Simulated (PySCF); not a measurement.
**InBr under other conditions**

How does InBr answer to another spin, charge, distance or environment?

Program: PySCF 2.14.0. Level of theory: each script names its method and basis. These are calculated values, not measurements.

1 further run of the same task is left out (for a known fault of the program).

**1. The starting structure**

InBr: 2 atoms, charge 0, spin multiplicity 1.

Bond lengths: In1–Br2 2.255 Å.

**2. Base script**

File input.py:

```python
from pyscf import gto, scf, mp

mol = gto.M(
    atom='In 0 0 0; Br 0 0 2.255',
    basis='lanl2dz',
    ecp={'In': 'lanl2dz', 'Br': 'lanl2dz'},
    charge=0,
    spin=0,
    verbose=4,
)
mf = scf.RHF(mol)
mf.kernel()
mp.MP2(mf).kernel()
mf.dip_moment()
print('orbital energies (hartree):', mf.mo_energy[..., max(0, mol.nelec[1]-3):mol.nelec[0]+3].round(4))
```

Run with:

```
$ OMP_NUM_THREADS=1 python input.py
```

Its log is not repeated here.

Base result: E(SCF) = -14.774234 Eh, 8 cycles, E(MP2) − E(SCF) = -0.04389 Eh, μ = 2.42 D (of the SCF density).

The bond length is a typed value, not an optimised one.

**3. Bond 2.819 Å**

Edit 1 changes bond length: 2.255 Å → 2.819 Å.

File input.py:

```python
from pyscf import gto, scf, mp

mol = gto.M(
    atom='In 0 0 0; Br 0 0 2.819',
    basis='lanl2dz',
    ecp={'In': 'lanl2dz', 'Br': 'lanl2dz'},
    charge=0,
    spin=0,
    verbose=4,
)
mf = scf.RHF(mol)
mf.kernel()
mp.MP2(mf).kernel()
mf.dip_moment()
print('orbital energies (hartree):', mf.mo_energy[..., max(0, mol.nelec[1]-3):mol.nelec[0]+3].round(4))
```

Run with:

```
$ OMP_NUM_THREADS=1 python input.py
```

**4. Bond 3.382 Å**

Edit 2 changes bond length: 2.255 Å → 3.382 Å.

input.py, as its differences from that of step 2:

```diff
@@ -3,3 +3,3 @@
 mol = gto.M(
-    atom='In 0 0 0; Br 0 0 2.255',
+    atom='In 0 0 0; Br 0 0 3.382',
     basis='lanl2dz',
```

**5. Lengths in bohr**

Edit 3 changes length unit: angstrom → bohr; bond length: 2.255 Å → 2.255 bohr.

input.py, as its differences from that of step 2:

```diff
@@ -8,2 +8,3 @@
     spin=0,
+    unit='bohr',
     verbose=4,
```

**6. Bond 2.097 Å**

Edit 4 changes bond length: 2.255 Å → 2.097 Å.

input.py, as its differences from that of step 2:

```diff
@@ -3,3 +3,3 @@
 mol = gto.M(
-    atom='In 0 0 0; Br 0 0 2.255',
+    atom='In 0 0 0; Br 0 0 2.097',
     basis='lanl2dz',
```

**Question.** What will these runs give? Wanted: for each run, E(SCF); from base; gap; SCF dipole; after the SCF.

**Answer**, as computed:

```tsv
run	E(SCF) (hartree)	from base (eV)	cycles	gap (eV)	SCF dipole (D)	after the SCF
base	-14.774234	0	8	9.20	2.42	MP2 correlation -1.194 eV
bond 2.819 Å	-14.803384	-0.7932	8	9.02	6.27	MP2 correlation -1.207 eV
bond 3.382 Å	-14.774400	-0.0045	8	7.82	9.97	MP2 correlation -1.203 eV
lengths in bohr (poor choice)	-12.470358	not comparable	8	7.69	3.80	MP2 correlation -1.003 eV
bond 2.097 Å	-14.729311	+1.2224	7	9.13	1.41	MP2 correlation -1.180 eV
```

**Reading.** Of the runs whose energies can be compared, “bond 2.097 Å” moves the SCF energy most (+1.222 eV). Rows marked «poor choice» come from settings spoiled on purpose.
